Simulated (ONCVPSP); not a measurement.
# An ONCV potential for germanium, from input to tests

Do these settings give a usable potential? It is generated, then checked for transferability, scattering, ghosts and hardness.

The numbers are computed with ONCVPSP 4.0.1.1 (patched build) (LDA (Perdew-Wang 92), scalar-relativistic, spin-unpolarised reference atom).

### Step 1. The atom and the settings

Typed settings, in words:

| Quantity | Value |
| --- | --- |
| element | germanium (Ge, Z = 32) |
| type | optimised norm-conserving Vanderbilt (ONCV) |
| frozen core | [Ne] |
| valence charge | 22 |
| reference configuration | 3s2 3p6 3d10 4s2 4p2 |
| partial waves | 3s+4s: rc 1.05 bohr, ncon 3, nbas 8, qcut 13.9 1/bohr, 2 projectors; 3p+4p: rc 1.00 bohr, ncon 3, nbas 7, qcut 16.7 1/bohr, 2 projectors; 3d: rc 1.10 bohr, ncon 4, nbas 9, qcut 15.3 1/bohr, 2 projectors, debl 1.8 Ha |
| local potential | polynomial inside 0.75 bohr (lpopt 3, dvloc0 0 Ha) |
| core correction | polynomial model core, fcfact 0.5 |

An earlier all-electron run gives the scale for the radii.

All-electron outer shells of the reference configuration (LDA (PZ), scalar-relativistic, ld1.x):

| shell | level (eV) | outermost node (bohr) | outermost maximum (bohr) |
| --- | --- | --- | --- |
| 2s | -1369.45 | 0.06 | 0.18 |
| 2p | -1198.06 | – | 0.14 |
| 3s | -167.73 | 0.26 | 0.54 |
| 3p | -115.38 | 0.23 | 0.54 |
| 3d | -29.55 | – | 0.50 |
| 4s | -11.95 | 0.77 | 1.73 |
| 4p | -4.05 | 0.82 | 2.19 |

### Step 2. Generation

Ge.dat reads:

```
# ATOM AND REFERENCE CONFIGURATION
# atsym  z   nc   nv     iexc    psfile
  Ge 32.00    3    5  -001012      upf
#
#   n    l    f
    1    0    2.00
    2    0    2.00
    2    1    6.00
    3    0    2.00
    3    1    6.00
    3    2   10.00
    4    0    2.00
    4    1    2.00
#
# PSEUDOPOTENTIAL AND OPTIMIZATION
# lmax
    2
#
#   l,   rc,      ep,       ncon, nbas, qcut
    0    1.05    0.00    3    8   13.90
    1    1.00    0.00    3    7   16.70
    2    1.10    0.00    4    9   15.30
#
# LOCAL POTENTIAL
# lloc, lpopt,  rc(5),   dvloc0
    4    3    0.75    0.00
#
# VANDERBILT-KLEINMAN-BYLANDER PROJECTORs
# l, nproj, debl
    0    2    2.90
    1    2    1.30
    2    2    1.80
#
# MODEL CORE CHARGE
# icmod, fcfact, rcfact
    1    0.50    0.00
#
# LOG DERIVATIVE ANALYSIS
# epsh1, epsh2, depsh
   -8.00    5.00    0.04
#
# OUTPUT GRID
# rlmax, drl
    6.00    0.01
#
# TEST CONFIGURATIONS
# ncnf
    4
# nvcnf
#   n    l    f
    5
    3    0    2.00
    3    1    6.00
    3    2   10.00
    4    0    2.00
    4    1    1.00
#
    5
    3    0    2.00
    3    1    6.00
    3    2   10.00
    4    0    2.00
    4    1    0.00
#
    5
    3    0    2.00
    3    1    6.00
    3    2   10.00
    4    0    1.00
    4    1    0.00
#
    5
    3    0    1.00
    3    1    6.00
    3    2   10.00
    4    0    2.00
    4    1    2.00
#
```

The run is started by

```bash
oncvpsp.x < Ge.dat > Ge.out
```

Q: Predict the outcome of this session. Wanted: cutoffs for 1 and 0.1 mHa per electron, occupied waves; bound ghosts; GHOST(+) flags; largest test error; largest phase difference near zero energy, channels read; rms error of d²Exc/dn², without and with the model core.

As calculated:

| quantity | value |
| --- | --- |
| cutoffs for 1 and 0.1 mHa per electron, occupied waves | 91 Ha and 101 Ha |
| bound ghosts | none found |
| GHOST(+) flags | none at low energy |
| largest test error (AE − PS) | -280 meV, for 3s1 3p6 3d10 4s2 4p2 |
| largest phase difference near zero energy, channels read | 0.000 rad |
| rms error of d²Exc/dn², without and with the model core | 2.24 and 1.18 mHa |

The worst unpolarised test, 3s1 3p6 3d10 4s2 4p2, is off by 280 meV on 178.1 eV; by total energies transferability rates as fair for so large an energy. That test lies far up in energy; among those under 40 eV, nearer to bonding, the largest error is 1.5 meV. By its cutoff, 91 Ha for the looser tolerance, it is very hard. At the looser tolerance the 3d wave is the slowest; 3p needs 60 Ha. It is free of bound ghosts as far as tested. Near zero energy the phases of the channels with partial waves agree within 0.001 rad. All of this concerns the isolated atom, not yet a solid.
